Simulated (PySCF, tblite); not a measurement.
# C₇H₇N: infrared bands and NMR shifts

Wanted: the infrared bands and NMR shifts of C₇H₇N (`N#C[C@]12C[C@@H]3[C@H](C1)[C@@H]32`), by calculation.

Computed with tblite 0.8.0 and PySCF 2.14.0, with density-fitted response routines of our own, on a single molecule in the gas phase. Atoms count from 0, in the outputs and in this text.

## 1. The starting structure

15 atoms, charge 0, multiplicity 1; geometry from: GFN2-xTB.

Bonds of the start (Å): N0–C1 1.15, C1–C2 1.42, C2–C3 1.54, C3–C4 1.52, C4–C5 1.52, C5–C6 1.52, C5–C7 1.50, C6–C2 1.54, C7–C2 1.57, C7–C4 1.50, C3–H8 1.09, C3–H9 1.09, C4–H10 1.08, C5–H11 1.08, C6–H12 1.09, C6–H13 1.09, C7–H14 1.07.

## 2. Vibrational analysis with GFN2-xTB

Job settings and geometry (Å):

```
{"job": {"kind": "ir", "xc": "GFN2-xTB", "basis": "xTB"}, "charge": 0, "multiplicity": 1}
N     -1.452208     2.708358    -1.248427
C     -0.937517     1.764153    -0.853466
C     -0.307722     0.599401    -0.342513
C      1.230415     0.457794    -0.331477
C      1.022393    -0.458202     0.857302
C     -0.240992    -1.258696     0.589850
C     -0.775915    -0.813379    -0.755936
C     -0.325438     0.129079     1.150713
H      1.731228     1.384045    -0.055951
H      1.684461     0.043181    -1.231920
H      1.774646    -0.781830     1.556187
H     -0.450066    -2.191084     1.085542
H     -0.322752    -1.228761    -1.656515
H     -1.860032    -0.891105    -0.815419
H     -0.774917     0.545036     2.030118
```

**Question.** This job is followed by: GIAO PBE0/pcSseg-1 NMR shielding, non-relativistic, gas phase. What will the session give for the following? strongest single infrared mode (GFN2-xTB); zero-point energy (GFN2-xTB); ¹³C shifts against TMS (PBE0/pcSseg-1, means over atoms taken as alike); ¹H shifts against TMS (PBE0/pcSseg-1, means over atoms taken as alike); ¹⁵N shifts against NH3 (PBE0/pcSseg-1).

The runs gave:

| quantity | value |
| --- | --- |
| strongest single infrared mode (GFN2-xTB) | 2388 cm⁻¹, 239 km/mol |
| zero-point energy (GFN2-xTB) | 75.2 kcal/mol |
| ¹³C shifts against TMS (PBE0/pcSseg-1, means over atoms taken as alike) | 124.4, 43.1, 40.5, 31.6, 18.1 ppm |
| ¹H shifts against TMS (PBE0/pcSseg-1, means over atoms taken as alike) | 3.35, 2.89, 2.03, 1.74 ppm |
| ¹⁵N shifts against NH3 (PBE0/pcSseg-1) | 305.8 ppm |

No mode is imaginary among the 39: a minimum at this level. The strongest single mode, at 2388 cm⁻¹, moves mainly C1 and N0. GFN2-xTB is a fitted tight-binding method: band positions and strengths are rough. Its intensities can rank the bands wrongly. C1 (nitrile carbon) lies farthest downfield among carbon, at 124.4 ppm; this is the usual window of a C≡N carbon, which has no attached hydrogen. At PBE0/pcSseg-1: The widest tensor belongs to N0: span 468 ppm, with a paramagnetic part of -379 ppm.
